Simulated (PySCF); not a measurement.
# C₈H₁₂NS+: vibronic structure

Wanted: vibronic structure for C₈H₁₂NS+ (`c1c[n+](CC2CCC2)cs1`).

Programs: PySCF 2.14.0, with routines of our own; each step states its level. All values are computed. Atoms count from 0.

## 1. The starting structure

22 atoms, charge 1, multiplicity 1; geometry from: GFN2-xTB.

## 2. Vibronic structure: TDA LC-wPBE/6-31+G*

What the job is given:

```
{"job": {"kind": "vib", "xc": "LC-wPBE", "basis": "6-31+G*", "tda": true}, "charge": 1, "multiplicity": 1}
C      3.430703     0.653170     0.660796
C      2.282594     1.036819     0.055306
N      1.520947    -0.014750    -0.356017
C      0.209211     0.152902    -0.943149
C     -0.830431     0.430374     0.146155
C     -1.213694    -0.748419     1.055787
C     -2.698234    -0.457677     0.776901
C     -2.287642     0.513131    -0.341933
C      2.065251    -1.183953    -0.070901
S      3.552692    -1.057694     0.718707
H      4.198435     1.282555     1.065385
H      1.954627     2.045515    -0.119180
H      0.241295     0.990128    -1.644141
H     -0.057043    -0.755615    -1.486150
H     -0.538155     1.314103     0.716027
H     -0.898625    -0.671666     2.093574
H     -0.898188    -1.713075     0.662182
H     -3.194800     0.037747     1.605989
H     -3.295303    -1.309891     0.467061
H     -2.737513     1.501037    -0.309164
H     -2.425034     0.097896    -1.337411
H      1.608494    -2.123250    -0.322849
```

With the program's defaults for keys left out, this is: TDA LC-wPBE/6-31+G* vertical-gradient vibronic structure (displaced harmonic oscillators, Condon), gas phase.

Command:

```
> OMP_NUM_THREADS=1 python excited_run.py task.json out
```

The driver reads the jobs from task.json and runs them one after another.

Log:

```text
final grid: 82544 points
cycle   1  E = -764.2739572131  dE =  2.899e+00  |g| = 5.274e-01  |ddm| = 6.597e+00
cycle   2  E = -764.3171407256  dE = -4.318e-02  |g| = 4.612e-01  |ddm| = 3.241e+00
cycle   3  E = -764.3671365846  dE = -5.000e-02  |g| = 8.711e-02  |ddm| = 1.128e+00
cycle   4  E = -764.3689490451  dE = -1.812e-03  |g| = 3.601e-02  |ddm| = 3.798e-01
cycle   5  E = -764.3692730534  dE = -3.240e-04  |g| = 8.500e-03  |ddm| = 1.026e-01
cycle   6  E = -764.3692918257  dE = -1.877e-05  |g| = 2.226e-03  |ddm| = 3.084e-02
cycle   7  E = -764.3692938675  dE = -2.042e-06  |g| = 9.345e-04  |ddm| = 9.854e-03
cycle   8  E = -764.3692941951  dE = -3.277e-07  |g| = 2.886e-04  |ddm| = 2.888e-03
cycle   9  E = -764.3692942646  dE = -6.949e-08  |g| = 1.291e-04  |ddm| = 1.527e-03
cycle  10  E = -764.3692942758  dE = -1.119e-08  |g| = 3.909e-05  |ddm| = 6.064e-04
cycle  11  E = -764.3692942769  dE = -1.110e-09  |g| = 1.981e-05  |ddm| = 2.193e-04
cycle  12  E = -764.3692942771  dE = -2.133e-10  |g| = 3.404e-06  |ddm| = 1.034e-04
converged SCF energy = -764.3692942771

Singlet excitations (eV, f): 6.161 (0.1478)  6.605 (0.1480)  7.191 (0.0025)  7.240 (0.0002)  7.382 (0.0128)  7.674 (0.0559)

State S1  6.1606 eV  f = 0.14779  H-3->L 0.76
  relaxed dipole 4.344 D, largest gradient of the excitation energy 0.0703 Eh/bohr
  mode    cm-1        S   lambda/meV  Raman
   44   1449.4    0.4671      83.9   1.000
   10    576.0    1.0244      73.2   0.346
   22    924.7    0.4318      49.5   0.376
   20    895.5    0.2339      26.0   0.191
   11    611.1    0.3385      25.6   0.129
   30   1125.1    0.1816      25.3   0.234
   21    910.3    0.1877      21.2   0.159
   19    839.1    0.1928      20.1   0.138
   43   1441.5    0.0931      16.6   0.197
    6    313.3    0.3739      14.5   0.037
    7    342.3    0.2885      12.2   0.034
   13    700.1    0.1349      11.7   0.067
  reorganisation energy 0.4296 eV, total S 4.862, 0-0 5.7309 eV
  absorption maximum 6.101 eV, width 0.534 eV

State S2  6.6053 eV  f = 0.14796  H->L 0.38, H-2->L 0.15, H-4->L 0.15
  relaxed dipole 1.650 D, largest gradient of the excitation energy 0.0874 Eh/bohr
  mode    cm-1        S   lambda/meV  Raman
   44   1449.4    0.6939     124.7   1.000
   30   1125.1    0.4378      61.1   0.380
   48   1520.9    0.3059      57.7   0.485
   13    700.1    0.6088      52.8   0.205
   19    839.1    0.4575      47.6   0.221
   35   1207.0    0.2557      38.3   0.256
   22    924.7    0.2507      28.7   0.147
   43   1441.5    0.0858      15.3   0.122
   40   1283.8    0.0952      15.1   0.108
   11    611.1    0.1823      13.8   0.047
   10    576.0    0.1749      12.5   0.040
   20    895.5    0.0754       8.4   0.041
  reorganisation energy 0.5687 eV, total S 6.337, 0-0 6.0366 eV
  absorption maximum 6.527 eV, width 0.674 eV

State S6  7.6738 eV  f = 0.05590  H-2->L 0.50, H-7->L 0.14, H-4->L 0.10
  relaxed dipole 7.354 D, largest gradient of the excitation energy 0.0683 Eh/bohr
  mode    cm-1        S   lambda/meV  Raman
    2     53.0   11.2100      73.7   0.039
   44   1449.4    0.3828      68.8   1.000
    3     65.3    7.1383      57.8   0.038
   47   1487.8    0.2810      51.8   0.773
   22    924.7    0.4150      47.6   0.441
   29   1101.1    0.2740      37.4   0.413
   30   1125.1    0.2482      34.6   0.391
   41   1315.2    0.1921      31.3   0.413
   35   1207.0    0.1792      26.8   0.325
   32   1161.2    0.1540      22.2   0.258
   48   1520.9    0.0993      18.7   0.286
   28   1088.7    0.1261      17.0   0.186
  reorganisation energy 0.6565 eV, total S 23.034, 0-0 7.0173 eV

State T1  3.9287 eV  f = 0.00000  H-3->L 0.85
  relaxed dipole 4.172 D, largest gradient of the excitation energy 0.1256 Eh/bohr
  mode    cm-1        S   lambda/meV  Raman
   44   1449.4    1.7044     306.3   1.000
   10    576.0    1.1211      80.1   0.104
   43   1441.5    0.3169      56.6   0.184
   42   1370.6    0.2610      44.3   0.137
   22    924.7    0.3788      43.4   0.090
   20    895.5    0.3606      40.0   0.081
   11    611.1    0.4984      37.8   0.052
   21    910.3    0.2520      28.4   0.058
   19    839.1    0.2055      21.4   0.040
   48   1520.9    0.1114      21.0   0.072
   29   1101.1    0.1289      17.6   0.044
    6    313.3    0.4369      17.0   0.012
  reorganisation energy 0.7926 eV, total S 7.758, 0-0 3.1361 eV
  absorption maximum 3.874 eV, width 0.806 eV
```

Run time: 1.7 min. Hardware: 1 thread of Arm Neoverse V2, shared host; peak memory 1.2 GiB.

Orbitals, density, ELF and potential are computed afterwards from the orbital file.

Frontier orbitals at LC-wPBE/6-31+G*, with the share of their density that lies nearest to each atom:

```tsv
orbital	energy (eV)	lies on
HOMO	-14.79	C4, C6 about 16 % each; C5, C7 about 13 % each; H18 11 %
LUMO	-4.15	C8 33 %; S9 25 %; N2 15 %
```

ELF in a plane through or near 7 of the atoms.

Values, 10 rows by 14 columns:
```
0.00 0.00 0.00 0.00 0.00 0.00 0.00 0.00 0.00 0.00 0.00 0.00 0.00 0.00
0.00 0.00 0.00 0.00 0.00 0.01 0.00 0.00 0.00 0.01 0.00 0.00 0.00 0.00
0.00 0.00 0.00 0.00 0.66 0.97 0.00 0.01 0.01 0.90 0.84 0.00 0.00 0.00
0.00 0.00 0.09 0.10 0.73 0.99 0.01 0.64 0.21 0.96 0.90 0.01 0.00 0.00
0.00 0.00 0.59 0.67 0.72 0.54 0.03 0.81 0.59 0.52 0.26 0.01 0.00 0.00
0.00 0.00 0.11 0.65 0.47 0.26 0.18 0.54 0.82 0.47 0.45 0.14 0.00 0.00
0.00 0.00 0.26 0.34 0.61 0.34 0.05 0.35 0.29 0.80 0.86 0.45 0.00 0.00
0.00 0.00 0.61 0.96 0.86 0.21 0.01 0.28 0.70 0.05 0.21 0.10 0.00 0.00
0.00 0.00 0.10 0.67 0.41 0.01 0.00 0.02 0.08 0.00 0.00 0.00 0.00 0.00
0.00 0.00 0.00 0.00 0.00 0.00 0.00 0.00 0.00 0.00 0.00 0.00 0.00 0.00
```
The map spans 13.8 Å across and 9.0 Å up, centred on the molecule. Atoms in the plane (x, y in Å): C0 (-3.5, 0.2), C1 (-2.4, 0.8), C4 (0.8, 0.5), C5 (1.3, -0.9), C6 (2.7, -0.5), H11 (-2.1, 1.8), H19 (2.6, 1.8).

On the surface of density 0.002 e/bohr³ the electrostatic potential runs, from the 1st to the 99th percentile, from 2.65 to 5.79 V.

## 3. Vibronic structure: TDA LC-wPBE/6-31+G*

Settings changed since step 2:

```diff
@@ -1,2 +1,2 @@
-{"job": {"kind": "vib", "xc": "LC-wPBE", "basis": "6-31+G*", "tda": true}, "charge": 1, "multiplicity": 1}
+{"job": {"kind": "vib", "xc": "LC-wPBE", "basis": "6-31+G*", "tda": true, "temperature": 10}, "charge": 1, "multiplicity": 1}
 C      3.430703     0.653170     0.660796
```

Level: TDA LC-wPBE/6-31+G* vertical-gradient vibronic structure (displaced harmonic oscillators, Condon), gas phase.

Log:

```text
final grid: 82544 points
cycle   1  E = -764.2739572131  dE =  2.899e+00  |g| = 5.274e-01  |ddm| = 6.597e+00
cycle   2  E = -764.3171407256  dE = -4.318e-02  |g| = 4.612e-01  |ddm| = 3.241e+00
cycle   3  E = -764.3671365846  dE = -5.000e-02  |g| = 8.711e-02  |ddm| = 1.128e+00
cycle   4  E = -764.3689490451  dE = -1.812e-03  |g| = 3.601e-02  |ddm| = 3.798e-01
cycle   5  E = -764.3692730534  dE = -3.240e-04  |g| = 8.500e-03  |ddm| = 1.026e-01
cycle   6  E = -764.3692918257  dE = -1.877e-05  |g| = 2.226e-03  |ddm| = 3.084e-02
cycle   7  E = -764.3692938675  dE = -2.042e-06  |g| = 9.345e-04  |ddm| = 9.854e-03
cycle   8  E = -764.3692941951  dE = -3.277e-07  |g| = 2.886e-04  |ddm| = 2.888e-03
cycle   9  E = -764.3692942646  dE = -6.949e-08  |g| = 1.291e-04  |ddm| = 1.527e-03
cycle  10  E = -764.3692942758  dE = -1.119e-08  |g| = 3.909e-05  |ddm| = 6.064e-04
cycle  11  E = -764.3692942769  dE = -1.110e-09  |g| = 1.981e-05  |ddm| = 2.193e-04
cycle  12  E = -764.3692942771  dE = -2.133e-10  |g| = 3.404e-06  |ddm| = 1.034e-04
converged SCF energy = -764.3692942771

Singlet excitations (eV, f): 6.161 (0.1478)  6.605 (0.1480)  7.191 (0.0025)  7.240 (0.0002)  7.382 (0.0128)  7.674 (0.0559)

State S1  6.1606 eV  f = 0.14779  H-3->L 0.76
  relaxed dipole 4.344 D, largest gradient of the excitation energy 0.0703 Eh/bohr
  mode    cm-1        S   lambda/meV  Raman
   44   1449.4    0.4671      83.9   1.000
   10    576.0    1.0244      73.2   0.346
   22    924.7    0.4318      49.5   0.376
   20    895.5    0.2339      26.0   0.191
   11    611.1    0.3385      25.6   0.129
   30   1125.1    0.1816      25.3   0.234
   21    910.3    0.1877      21.2   0.159
   19    839.1    0.1928      20.1   0.138
   43   1441.5    0.0931      16.6   0.197
    6    313.3    0.3739      14.5   0.037
    7    342.3    0.2885      12.2   0.034
   13    700.1    0.1349      11.7   0.067
  reorganisation energy 0.4296 eV, total S 4.862, 0-0 5.7309 eV
  absorption maximum 6.101 eV, width 0.516 eV

State S2  6.6053 eV  f = 0.14796  H->L 0.38, H-2->L 0.15, H-4->L 0.15
  relaxed dipole 1.650 D, largest gradient of the excitation energy 0.0874 Eh/bohr
  mode    cm-1        S   lambda/meV  Raman
   44   1449.4    0.6939     124.7   1.000
   30   1125.1    0.4378      61.1   0.380
   48   1520.9    0.3059      57.7   0.485
   13    700.1    0.6088      52.8   0.205
   19    839.1    0.4575      47.6   0.221
   35   1207.0    0.2557      38.3   0.256
   22    924.7    0.2507      28.7   0.147
   43   1441.5    0.0858      15.3   0.122
   40   1283.8    0.0952      15.1   0.108
   11    611.1    0.1823      13.8   0.047
   10    576.0    0.1749      12.5   0.040
   20    895.5    0.0754       8.4   0.041
  reorganisation energy 0.5687 eV, total S 6.337, 0-0 6.0366 eV
  absorption maximum 6.511 eV, width 0.676 eV

State S6  7.6738 eV  f = 0.05590  H-2->L 0.50, H-7->L 0.14, H-4->L 0.10
  relaxed dipole 7.354 D, largest gradient of the excitation energy 0.0683 Eh/bohr
  mode    cm-1        S   lambda/meV  Raman
    2     53.0   11.2100      73.7   0.039
   44   1449.4    0.3828      68.8   1.000
    3     65.3    7.1383      57.8   0.038
   47   1487.8    0.2810      51.8   0.773
   22    924.7    0.4150      47.6   0.441
   29   1101.1    0.2740      37.4   0.413
   30   1125.1    0.2482      34.6   0.391
   41   1315.2    0.1921      31.3   0.413
   35   1207.0    0.1792      26.8   0.325
   32   1161.2    0.1540      22.2   0.258
   48   1520.9    0.0993      18.7   0.286
   28   1088.7    0.1261      17.0   0.186
  reorganisation energy 0.6565 eV, total S 23.034, 0-0 7.0173 eV

State T1  3.9287 eV  f = 0.00000  H-3->L 0.85
  relaxed dipole 4.172 D, largest gradient of the excitation energy 0.1256 Eh/bohr
  mode    cm-1        S   lambda/meV  Raman
   44   1449.4    1.7044     306.3   1.000
   10    576.0    1.1211      80.1   0.104
   43   1441.5    0.3169      56.6   0.184
   42   1370.6    0.2610      44.3   0.137
   22    924.7    0.3788      43.4   0.090
   20    895.5    0.3606      40.0   0.081
   11    611.1    0.4984      37.8   0.052
   21    910.3    0.2520      28.4   0.058
   19    839.1    0.2055      21.4   0.040
   48   1520.9    0.1114      21.0   0.072
   29   1101.1    0.1289      17.6   0.044
    6    313.3    0.4369      17.0   0.012
  reorganisation energy 0.7926 eV, total S 7.758, 0-0 3.1361 eV
  absorption maximum 3.868 eV, width 0.800 eV
```

Run time: 88 s. Hardware: 1 thread of Arm Neoverse V2, shared host; peak memory 1.3 GiB.

## 4. What came out

| quantity | value |
| --- | --- |
| S1: vertical, reorganisation, 0-0, total S (step 2, TDA LC-wPBE/6-31+G*, modes from GFN2-xTB) | 6.16, 0.43, 5.73 eV; 4.9 |
| S2: vertical, reorganisation, 0-0, total S (step 2, TDA LC-wPBE/6-31+G*, modes from GFN2-xTB) | 6.61, 0.57, 6.04 eV; 6.3 |
| S6: vertical, reorganisation, 0-0, total S (step 2, TDA LC-wPBE/6-31+G*, modes from GFN2-xTB) | 7.67, 0.66, 7.02 eV; 23.0 |
| S1: vertical, reorganisation, 0-0, total S (step 3, TDA LC-wPBE/6-31+G*, modes from GFN2-xTB) | 6.16, 0.43, 5.73 eV; 4.9 |
| S2: vertical, reorganisation, 0-0, total S (step 3, TDA LC-wPBE/6-31+G*, modes from GFN2-xTB) | 6.61, 0.57, 6.04 eV; 6.3 |
| S6: vertical, reorganisation, 0-0, total S (step 3, TDA LC-wPBE/6-31+G*, modes from GFN2-xTB) | 7.67, 0.66, 7.02 eV; 23.0 |

**Reading.** In steps 2, 3 the harmonic model is doubtful. Where the total S runs above about 15, the geometry moves far on excitation and the harmonic model is stretched, so its 0-0 value is in doubt. The vibronic model keeps the ground-state modes (from xTB) and shifts them along the gradient alone, so it can miss much of the relaxation that a full optimisation finds. At LC-wPBE/6-31+G*, counted by nearest atom on the grid, the HOMO lies on C4, C6 about 16 % each; C5, C7 about 13 % each, the LUMO on C8 33 %; S9 25 %.
